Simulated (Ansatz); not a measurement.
# WC: further runs on the relaxed cell

One table from this session's results is given with a row withheld; the runs are named, their logs left out.

Program: Ansatz 0.2.0. Level of theory: DFT PBEsol, scalar-relativistic, plane waves, PAW. These are calculated values, not measurements.

1 further run of the same task is left out (set aside as unsound or not needed).

### The system as given

The structure is hexagonal, space group P-6m2 (No. 187). The conventional cell has a = 2.898 Å, b = 2.898 Å, c = 2.828 Å, α = 90.00°, β = 90.00°, γ = 120.00°. W (site symmetry -6m2) is surrounded by 6 C at 2.19 Å. C (site symmetry -6m2) has 6 W at 2.19 Å as nearest neighbours.

Coordinates:

```cif
data_structure
_symmetry_space_group_name_H-M 'P 1'
_symmetry_Int_Tables_number 1
_cell_length_a 2.8984
_cell_length_b 2.8984
_cell_length_c 2.8278
_cell_angle_alpha 90.000
_cell_angle_beta 90.000
_cell_angle_gamma 120.000
_cell_volume 20.57
loop_
_atom_site_label
_atom_site_type_symbol
_atom_site_fract_x
_atom_site_fract_y
_atom_site_fract_z
_atom_site_occupancy
W1 W 0.00000 0.00000 0.00000 1
C1 C 0.66667 0.33333 0.50000 1
```

This cell was relaxed beforehand with the same method: volume 10.29 Å³/atom, gap on the mesh none (metal).

Set-up of the first run:

File input.yaml:

```yaml
crystal:
  lattice:
    - [2.8984102022, 0.0, 0.0]
    - [-1.4492051011, 2.5100968657, 0.0]
    - [0.0, 0.0, 2.8277797164]
  atoms:
    - { symbol: W, position: [0.0, 0.0, 0.0] }
    - { symbol: C, position: [0.6666666667, 0.3333333333, 0.5] }
basis:
  ecutwfc: 420
kpoints:
  mp_grid: { grid: [18, 18, 14] }
  band_path:
    path:
      - [[0.0, 0.0, 0.0], [0.5, 0.0, 0.0], [0.33333333, 0.33333333, 0.0], [0.0, 0.0, 0.0], [0.0, 0.0, 0.5], [0.5, 0.0, 0.5], [0.33333333, 0.33333333, 0.5], [0.0, 0.0, 0.5]]
      - [[0.5, 0.0, 0.5], [0.5, 0.0, 0.0]]
      - [[0.33333333, 0.33333333, 0.5], [0.33333333, 0.33333333, 0.0]]
    npoints: 14
hamiltonian:
  xc: pbesol
scf:
  occupations: { method: gaussian, width: 0.1 }
  n_extra_bands: 6
output:
  forces: true
  stress: true
  eigenvalues: true
  populations: true
  dos: { projected: true, de: 0.02, nscf_kmesh: { grid: [27, 27, 21] } }
  bader: true
  write_density: true
  write_potential: true
  elf: true
  volumetric_format: npy
```

Command:

```bash
ansatz run input.yaml --threads 1 --pin off --max-ram 2560MiB --backend cpu --events-out ev --progress --plain --runs-dir out
```

Steps of the session up to this table: Electronic structure at the relaxed geometry; The cell as listed, for comparison; Point at V/V0 = 0.97; Volume × 1.03; The cell scaled to 0.94 of its volume; Volume × 1.06; The cell scaled to 0.91 of its volume; Point at V/V0 = 1.10; The cell scaled to 0.88 of its volume.

One table of the session follows, with a row left open; its other results are not shown here.

It belongs to the step «Equation of state». 

| volume (Å³/atom) | energy above the lowest point (meV/atom) | pressure (GPa) |
| --- | --- | --- |
| 9.052 | 234.1 | 67.89 |
| 9.361 | 124.3 | 46.71 |
| 9.669 | 52.2 | 28.62 |
| 9.978 | 12.3 | 13.18 |
| 10.286 | 0.0 | -0.02 |
| 10.595 | 11.2 | -11.29 |
| 10.904 | ? | ? |
| 11.315 | 110.4 | -31.58 |

Estimate the missing values for volume (Å³/atom) = 10.904.

Worked estimate for «energy above the lowest point (meV/atom)». A straight line through the neighbours (10.595, 11.2) and (11.315, 110.4) gives 11.2 + (110.4 − 11.2) × (10.904 − 10.595) / (11.315 − 10.595) = 53.8; a parabola fitted to 3 rows on both sides gives 41.2.

The run gave: energy above the lowest point (meV/atom): 42.5; pressure (GPa): -20.91. In «energy above the lowest point (meV/atom)» the line misses by +11.3 and the parabola by -1.3.
